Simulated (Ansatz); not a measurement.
What does this script print? It uses Ansatz's Python interface.

The script reads `albr2hs.xyz`:
```text
5

S     0.19860    1.74090   -0.41230
Al    0.24340   -0.45920   -0.10410
Br    1.41890   -1.33820    1.72740
Br   -0.80370   -1.90740   -1.60050
H    -1.00730    1.89030    0.34800
```

`disp.py`
```python
"""Dispersion corrections for AlBr2HS."""

import logging
import sys

import ansatz

logging.basicConfig(stream=sys.stdout, format="%(name)s: %(message)s")
log = logging.getLogger("ansatz_job")
log.setLevel(logging.INFO)

albr2hs = ansatz.Crystal.molecule_from_extxyz("albr2hs.xyz")

job = albr2hs.calculation().basis(gaussian="def2-SVP")
for name in ["revpbe", "pbe0"]:
    for correction in ("d3bj", "d4"):
        data = job.functional(name, dispersion=correction).run(threads=1, pin="off").report
        log.info(f"{name:8s} {correction:5s} total {data['free_energy_ev']:.5f} eV, of which dispersion {1000 * data['dispersion']['energy']['ev']:.2f} meV")
```

```console
$ python disp.py
ansatz_job: revpbe   d3bj  total -157508.26144 eV, of which dispersion -341.92 meV
ansatz_job: revpbe   d4    total -157508.27873 eV, of which dispersion -359.21 meV
ansatz_job: pbe0     d3bj  total -157500.54903 eV, of which dispersion -156.43 meV
ansatz_job: pbe0     d4    total -157500.54363 eV, of which dispersion -151.03 meV
```

Notes:
- Total energies depend on the basis set; only differences at equal settings carry meaning.
- The geometry is a force-field or estimated start, not a minimum of this method, and the basis set is short of its limit. D4 holds the three-body term, and d3bj doesn't.
- Timing: 11 s on 1 thread of Arm Neoverse V2, with other jobs on the host, peak memory 0.31 GiB.
